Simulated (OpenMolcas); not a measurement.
# CH5BO2 (SMILES COBO): levels of theory compared

Aim: a comparison of 6 runs (HF/STO-3G, B2PLYP/cc-pVDZ, BHLYP/cc-pVDZ, M06-2X/cc-pVDZ, PBE0/cc-pVDZ, TPSS/cc-pVDZ) of CH5BO2. 

The results are computed with OpenMolcas 26.06.

1 further run of the same task is left out (set aside as unsound or not needed).

## (1) The structure to begin with

CH5BO2 has 9 atoms, charge 0, and is taken as a singlet. As SMILES, `COBO`. The coordinates come from a PBE0-D4/def2-TZVP relaxation. This is one conformer, not always the lowest.

Bond lengths: C1–O2 1.410 Å, O2–B3 1.356 Å, B3–O4 1.356 Å, C1–H5 1.094 Å, C1–H6 1.092 Å, C1–H7 1.092 Å, B3–H8 1.199 Å, O4–H9 0.962 Å. Some angles: C1–O2–B3 121.7°, O2–B3–O4 119.6°, O2–C1–H5 111.5°, O2–C1–H6 109.2°, O2–C1–H7 109.3°, O2–B3–H8 121.8°, O4–B3–H8 118.6°, B3–O4–H9 112.1°, H5–C1–H6 109.1°, H5–C1–H7 109.0°.

## (2) Energy and gradient at HF/STO-3G (run 1)

mol.inp

```
&gateway
 baslib = $CurrDir
 coord
 9
 bohr
 C      0.53252482     1.51537138    -1.99819640
 O     -0.21448392     0.85944744     0.47432126
 B     -0.25492405    -1.57622056     1.26914007
 O     -0.99135032    -2.11365867     3.66323409
 H      1.07355341    -0.15080014    -3.09461550
 H      2.13803614     2.80888891    -1.90144243
 H     -1.02952279     2.47081691    -2.95118529
 H      0.34752063    -3.28509990    -0.08995096
 H     -1.43411316    -0.61661763     4.59619188
 basis = STO-3G
 group = NoSym

&seward

&scf
 thresholds = 1e-10 1e-07 1e-07 1e-05
 prorbitals = 0

&alaska
```

The basis set STO-3G is read from a file made from the Basis Set Exchange's data (not shown).

Launch:

```
$ export MOLCAS_MEM=1860
$ pymolcas mol.inp > mol.log
```

Output:

```text
--- Start Module: gateway ---
[...]
--- Stop Module: gateway /rc=_RC_ALL_IS_WELL_ ---
[...]
      Basis functions           25
[...]
--- Start Module: scf ---
[...]
       Convergence after  11 Iterations
[...]
::    Total SCF energy                               -212.4690385965
[...]
      Total spin, S                                     0.0000000000
[...]
      Total electronic charge=   32.000000
      Total            charge=   -0.000000
[...]
      Dipole Moment (debye):
      Origin of the operator (angstrom)=   -0.1287   -0.1586    0.4645
                   X=  1.3414E-01               Y=  1.3354E+00               Z= -7.8996E-01           Total=  1.5573E+00
      Quadrupole Moment (debye*angstrom):
[...]
 *              Molecular gradients               *
 **************************************************
  Irreducible representation: a
 ------------------------------------------------------------------------------------------
                              X                       Y                       Z
 ------------------------------------------------------------------------------------------
  C1               -2.67467736444771E-03    5.75544748926005E-03    6.33884915891425E-03
  O2                6.87521160500304E-03    5.49055489525685E-03   -2.23379799925545E-02
  B3               -5.34579349645026E-03    1.14526314044934E-02    1.28557904161908E-02
  O4               -8.72134249614742E-03    2.29766174082497E-02    2.02422473907742E-02
  H5               -8.05117237162589E-04   -2.78961821165824E-03    3.37439167189890E-03
  H6               -1.74475957014986E-03   -1.64027376876508E-03    2.30725609521520E-03
  H7                2.98069418215974E-04   -1.39510641004170E-03    2.96079609864375E-03
  H8                6.26479077981390E-03   -1.55987154534243E-02   -1.46510066643351E-02
[...]
```

It took 3.3 s on 1 thread of AMD EPYC 7R43 (Zen 3), shared host; peak memory 0.37 GiB.

## (3) A single-point energy at B2PLYP/cc-pVDZ (run 2)

job.inp

```
&GATEWAY
  BasLib
  $CurrDir
  Coord
  9
  angstrom
  C        0.281800       0.801900      -1.057400
  O       -0.113500       0.454800       0.251000
  B       -0.134900      -0.834100       0.671600
  O       -0.524600      -1.118500       1.938500
  H        0.568100      -0.079800      -1.637600
  H        1.131400       1.486400      -1.006200
  H       -0.544800       1.307500      -1.561700
  H        0.183900      -1.738400      -0.047600
  H       -0.758900      -0.326300       2.432200
  Basis
  cc-pVDZ
  Group
  NoSym

&SEWARD
  GridInput
  Grid=UltraFine
  End of Grid

&SCF
  KSDFT
  B2PLYP_SCF
  Thresholds
  1e-10 1e-07 1e-07 1e-05
  PrOrbitals
  1 2

&MBPT2
  Frozen
  4
```

The basis set cc-pVDZ is read from a file made from the Basis Set Exchange's data (not shown).

Launch:

```
$ export MOLCAS_MEM=1860
$ pymolcas job.inp > job.log
```

Output:

```text
--- Start Module: gateway ---
[...]
--- Stop Module: gateway /rc=_RC_ALL_IS_WELL_ ---
[...]
      Basis functions           81
[...]
--- Start Module: scf ---
[...]
       Convergence after  13 Iterations
[...]
::    Total KS-DFT energy                            -216.1046007452
[...]
      Total spin, S                                     0.0000000000
[...]
      Total electronic charge=   32.000000
      Total            charge=   -0.000000
[...]
      Dipole Moment (debye):
      Origin of the operator (angstrom)=   -0.1287   -0.1586    0.4645
                   X=  1.6522E-01               Y=  1.5222E+00               Z= -9.3781E-01           Total=  1.7955E+00
      Quadrupole Moment (debye*angstrom):
[...]
--- Stop Module: scf /rc=_RC_ALL_IS_WELL_ ---
[...]
--- Start Module: mbpt2 ---
[...]
 ###    WARNING: MP2 implementation intended for RHF references only         ###
 ###############################################################################
MBPT2 WARNING: Reference function according to RunFile:KS-DFT
I'll assume you know what you're doing and continue
WARNING!
Default frozen orbitals as non valence orbitals is overwritten by user input.
Default values:   4
[...]
       Reference weight ( Cref**2 )         =        0.79173
::    Total MBPT2 energy                             -216.8327680835
[...]
      Total MBPT2 calculations                           0.32      0.35
--- Stop Module: mbpt2 /rc=_RC_ALL_IS_WELL_ ---
[...]
```

Wall time 32 s (1 thread of AMD EPYC 7R43 (Zen 3), shared host); peak memory 0.45 GiB.

Run 3 isn't shown in full; the table further down has it.

## (4) Energy and forces at M06-2X/cc-pVDZ (run 4)

input.xyz

```xyz
9

C      0.281800     0.801900    -1.057400
O     -0.113500     0.454800     0.251000
B     -0.134900    -0.834100     0.671600
O     -0.524600    -1.118500     1.938500
H      0.568100    -0.079800    -1.637600
H      1.131400     1.486400    -1.006200
H     -0.544800     1.307500    -1.561700
H      0.183900    -1.738400    -0.047600
H     -0.758900    -0.326300     2.432200
```

calc.inp

```
>>> EXPORT MOLCAS_PRINT=2

&GATEWAY
 BASLIB = $CurrDir
 COORD = input.xyz
 BASIS = cc-pVDZ
 GROUP = NoSym

&SEWARD
 GRIDINPUT
 Grid=UltraFine
 End of Grid

&SCF
 KSDFT = M062X
 THRESHOLDS = 1e-10 1e-07 1e-07 1e-05
 PRORBITALS = 1 2

&ALASKA
```

The basis set cc-pVDZ is read from a file made from the Basis Set Exchange's data (not shown).

Launch:

```
$ export MOLCAS_MEM=1860
$ pymolcas calc.inp > calc.log
```

Output:

```text
--- Start Module: gateway ---
[...]
--- Stop Module: gateway /rc=_RC_ALL_IS_WELL_ ---
[...]
      Basis functions           81
[...]
--- Start Module: scf ---
[...]
       Convergence after  14 Iterations
[...]
::    Total KS-DFT energy                            -216.4259557700
[...]
      Total spin, S                                     0.0000000000
[...]
      Total electronic charge=   32.000000
      Total            charge=   -0.000000
[...]
      Dipole Moment (debye):
      Origin of the operator (angstrom)=   -0.1287   -0.1586    0.4645
                   X=  1.4467E-01               Y=  1.5411E+00               Z= -8.8030E-01           Total=  1.7807E+00
      Quadrupole Moment (debye*angstrom):
[...]
 *              Molecular gradients               *
 **************************************************
  Irreducible representation: a
 ------------------------------------------------------------------------------------------
                              X                       Y                       Z
 ------------------------------------------------------------------------------------------
  C1                6.46538277889741E-04    1.31017464026550E-03   -2.45467112741959E-03
  O2                1.02773372061260E-03   -4.31383176522360E-03   -1.72300903469491E-03
  B3               -3.02432054109181E-04    6.69580204544218E-04    4.28234413947237E-04
  O4               -3.81515285179823E-04    5.85659064146959E-03   -3.85562023300423E-04
  H5               -1.20365680201107E-03    3.92342517350386E-03    2.42252201760440E-03
  H6               -3.58788112826769E-03   -3.00836565643792E-03   -1.61540852825048E-04
  H7                3.48187821615120E-03   -2.26118814924048E-03    2.16203881999144E-03
  H8               -4.87706338539673E-04    2.29115361413212E-03    9.32130817604460E-04
[...]
```

It took 55 s on 1 thread of AMD EPYC 7R43 (Zen 3), shared host; peak memory 0.45 GiB.

Run 5 isn't shown in full; the table further down has it.

## (5) Energy and gradient at TPSS/cc-pVDZ (run 6)

run.input

```
&GATEWAY
BasLib
$CurrDir
Coord
9
angstrom
C        0.281800       0.801900      -1.057400
O       -0.113500       0.454800       0.251000
B       -0.134900      -0.834100       0.671600
O       -0.524600      -1.118500       1.938500
H        0.568100      -0.079800      -1.637600
H        1.131400       1.486400      -1.006200
H       -0.544800       1.307500      -1.561700
H        0.183900      -1.738400      -0.047600
H       -0.758900      -0.326300       2.432200
Basis
cc-pVDZ
Group
NoSym
&SEWARD
GridInput
Grid=UltraFine
End of Grid
&SCF
KSDFT
2
1.0 MGGA_X_TPSS
1.0 MGGA_C_TPSS
Thresholds
1e-10 1e-07 1e-07 1e-05
PrOrbitals
0
&ALASKA
```

The basis set cc-pVDZ is read from a file made from the Basis Set Exchange's data (not shown).

Launch:

```
$ export MOLCAS_MEM=1860
$ pymolcas run.input > run.log
```

Output:

```text
--- Start Module: gateway ---
[...]
--- Stop Module: gateway /rc=_RC_ALL_IS_WELL_ ---
[...]
      Basis functions           81
[...]
--- Start Module: scf ---
[...]
       Convergence after  15 Iterations
[...]
::    Total KS-DFT energy                            -216.5410532109
[...]
      Total spin, S                                     0.0000000000
[...]
      Total electronic charge=   32.000000
      Total            charge=   -0.000000
[...]
      Dipole Moment (debye):
      Origin of the operator (angstrom)=   -0.1287   -0.1586    0.4645
                   X=  8.6566E-02               Y=  1.5802E+00               Z= -7.1361E-01           Total=  1.7361E+00
      Quadrupole Moment (debye*angstrom):
[...]
 *              Molecular gradients               *
 **************************************************
  Irreducible representation: a
 ------------------------------------------------------------------------------------------
                              X                       Y                       Z
 ------------------------------------------------------------------------------------------
  C1               -1.72116947696987E-03   -4.15735712198995E-04    5.21552291337102E-03
  O2                4.00883029195409E-03   -1.05388640030650E-02   -9.11232954502594E-03
  B3               -2.53618184908611E-03    5.84963625468760E-03    5.82211118881304E-03
  O4                6.36788247967424E-05    1.58192506891073E-02   -4.53012203310266E-03
  H5               -2.22044064636640E-03    6.63393632272102E-03    4.63455056297413E-03
  H6               -6.41592535222468E-03   -5.45180682796786E-03   -4.65348347653272E-04
  H7                6.34422064500217E-03   -4.10378543878931E-03    3.74017107592950E-03
  H8               -7.40911309192183E-04    4.15752004116721E-03    1.16971386590814E-03
[...]
```

It took 60 s on 1 thread of AMD EPYC 7R43 (Zen 3), shared host; peak memory 0.45 GiB.

## (6) Overview of the runs

```csv
run,level,task,frozen core orbitals,energy (Eh),dipole moment (D),HOMO energy (eV),LUMO energy (eV),wall time
1,HF/STO-3G,gradient,–,-212.469039,1.56,-9.58,9.74,3.3 s
2,B2PLYP/cc-pVDZ,energy,4,-216.301206,1.80,-9.87,2.80,32 s
3,BHLYP/cc-pVDZ,gradient,–,-216.398525,1.80,-9.91,2.47,43 s
4,M06-2X/cc-pVDZ,gradient,–,-216.425956,1.78,-9.91,2.40,55 s
5,PBE0/cc-pVDZ,gradient,–,-216.262208,1.76,-8.38,1.43,53 s
6,TPSS/cc-pVDZ,gradient,–,-216.541053,1.74,-6.86,0.62,60 s
```

## (7) Summary of results

| quantity | value |
| --- | --- |
| run 6: total energy | -216.54105 Eh |
| run 6: dipole moment | 1.74 D |
| run 6: HOMO energy | -6.86 eV |
| run 6: LUMO energy | 0.62 eV |
| run 6: HOMO–LUMO gap | 7.48 eV |
| run 6: largest force on an atom | 0.846 eV/Å |

**Reading.** The dipole moment (its size) runs from 1.56 D (HF/STO-3G) to 1.80 D (BHLYP/cc-pVDZ). The two ends differ in method and basis. The HOMO–LUMO gap runs from 7.48 eV (TPSS/cc-pVDZ) to 19.32 eV (HF/STO-3G). For B2PLYP the log adds the whole second-order term; the table takes 0.27 of it, as the functional is defined. Totals of different functionals can't be ranked against each other. In run 1 the basis is minimal, so the values are rough. All runs together took 4.1 min, the longest 60 s.
